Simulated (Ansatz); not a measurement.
# Ag (Silver): the cost of one run

Program: the Python package of Ansatz 0.2.0. The levels of theory stand in the script. These are calculated values, not measurements.

### 1 The system

Symmetry: Fm-3m, No. 225, cubic system. The conventional cell has a = 4.085 Å, b = 4.085 Å, c = 4.085 Å, α = 90.00°, β = 90.00°, γ = 90.00°. Ag (site symmetry m-3m) is surrounded by 12 Ag at 2.89 Å.

No structure file is read: the coordinates are typed or built in the script.

### 2 Script

Input file ag.py:

```python
"""How the lattice of Ag depends on the functional."""

import ansatz
import numpy as np

def edges_and_angles(cell):
    cell = np.asarray(cell)
    a, b, c = np.linalg.norm(cell, axis=1)
    cosines = cell[1] @ cell[2] / (b * c), cell[0] @ cell[2] / (a * c), cell[0] @ cell[1] / (a * b)
    return (a, b, c, *np.degrees(np.arccos(cosines)))


def main() -> None:
    ag = (
        ansatz.Lattice.from_parameters(2.888885, 2.888885, 2.888885, alpha=60.0, beta=60.0, gamma=60.0)
        .atom("Ag", (0.0, 0.0, 0.0))
    )

    calculation = ag.calculation()
    calculation = calculation.occupations("Marzari-Vanderbilt", width=0.05)
    calculation = calculation.kpoints(13)
    calculation = calculation.relax(cell=True, force_tolerance=0.01, max_steps=100)

    levels = [("lda", "none"), ("r2scan", "rvv10"), ("r2scan", "none"), ("pbe", "d3bj")]
    print("level            a       b       c    alpha   beta  gamma  V/atom  steps")
    for name, dispersion in levels:
        seen = []
        run = calculation.functional(name, dispersion=dispersion).session().plan()
        result = run.execute(on_event=lambda e: seen.append(e) if e["event"] == "relax_step" else None)
        cell = result.lattice.cell_ang
        label = name if dispersion == "none" else f"{name}+{dispersion}"
        print("{:13s} {:7.4f} {:7.4f} {:7.4f} {:6.2f} {:6.2f} {:6.2f}".format(label, *edges_and_angles(cell)), f"{abs(np.linalg.det(cell)) / len(result.lattice.sites):7.3f} {len(seen):5d}")


if __name__ == "__main__":
    main()
```

### 3 The input behind the calls

The package turns the script's settings into the engine's input (first run):

```yaml
crystal:
  lattice:
    a: 2.888885
    b: 2.888885
    c: 2.888885
    alpha: 60.0
    beta: 60.0
    gamma: 60.0
  atoms:
    - { symbol: Ag, position: [0.0, 0.0, 0.0] }
kpoints:
  mp_grid:
    grid: [13, 13, 13]
hamiltonian:
  xc: lda
  dispersion: none
scf:
  occupations:
    method: cold
    width: 0.05
relax:
  f_tol: 0.01
  max_steps: 100
  cell: {}
```

### 4 Launch

The run is started by

```sh
$ python ag.py
```

Q: Estimate wall time and peak memory on 1 thread of Arm Neoverse V2, shared host.

About 30 s, with a peak of 0.46 GiB.
